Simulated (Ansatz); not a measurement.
**CsAs3: a trial structure relaxed**

The task: take a trial cell of CsAs3 to zero force and stress.

Program: Ansatz 0.2.0. Level of theory: DFT PBE, scalar-relativistic, plane waves, PAW. These are calculated values, not measurements.

## (1) The structure to begin with

It takes space group P4/mmm (No. 123, tetragonal). Conventional cell: a = 4.962 Å, b = 4.962 Å, c = 5.032 Å, α = 90.00°, β = 90.00°, γ = 90.00°. Around Cs (site symmetry 4/mmm) lie 12 As at 3.51 to 3.53 Å. Around As (site symmetry 4/mmm) lie 4 Cs at 3.51 Å and 8 As at 3.53 Å. As (site symmetry mmm) has 8 As at 3.51 to 3.53 Å and 4 Cs at 3.53 Å in its first shell of neighbours.

As a file:

```xyz
4
Lattice="4.9621 0.0000 0.0000 0.0000 4.9621 0.0000 0.0000 0.0000 5.0322" Properties=species:S:1:pos:R:3 pbc="T T T"
Cs    0.0000    0.0000    0.0000
As    2.4811    2.4811    0.0000
As    0.0000    2.4811    2.5161
As    2.4811    0.0000    2.5161
```

A structure generator made this guess: species swapped into a database cell of SrPb3 (P4/mmm, No. 123), with Cs on the Sr sites and As on the Pb sites. Its size is a rough estimate.

## (2) The guess as it stands, on a coarse mesh

Input file input.yaml:

```yaml
crystal:
  lattice:
    - [4.96210951, 0.0, 0.0]
    - [0.0, 4.96210951, 0.0]
    - [0.0, 0.0, 5.03221012]
  atoms:
    - { symbol: Cs, position: [0.0, 0.0, 0.0] }
    - { symbol: As, position: [0.5, 0.5, 0.0] }
    - { symbol: As, position: [0.0, 0.5, 0.5] }
    - { symbol: As, position: [0.5, 0.0, 0.5] }
basis:
  ecutwfc: 420
kpoints:
  mp_grid: { grid: [4, 4, 4] }
hamiltonian:
  xc: pbe
scf:
  occupations: { method: gaussian, width: 0.1 }
  lower_state_search: "off"
output:
  forces: true
  stress: true
  eigenvalues: true
```

Launch:

```console
$ ansatz run input.yaml --threads 1 --pin off --max-ram 2560MiB --backend cpu --events-out ev --progress --plain --runs-dir out
```

The session goes on with these runs: rough relaxation on the coarse mesh; full relaxation.

Q: Predict the outcome of this session. Wanted: conventional cell; volume; energy over the elements; gap on the mesh.

As calculated:

```
                              quantity                                                                      value
symmetry at the end (tolerance 0.05 Å)                                                space group Pm-3m (No. 221)
                     conventional cell  a = 4.713 Å, b = 4.713 Å, c = 4.713 Å, α = 90.00°, β = 90.00°, γ = 90.00°
                                volume                                                              26.17 Å³/atom
              energy over the elements                                                              +0.60 eV/atom
                       gap on the mesh                                                               none (metal)
```

In words: The symmetry goes from space group P4/mmm (No. 123) to space group Pm-3m (No. 221), and the volume per atom shrinks by 15.5 % from the first guess. With a positive formation energy it can't be a ground state. No finished test with a distortion of lower symmetry is shown, so the end may be a saddle point.
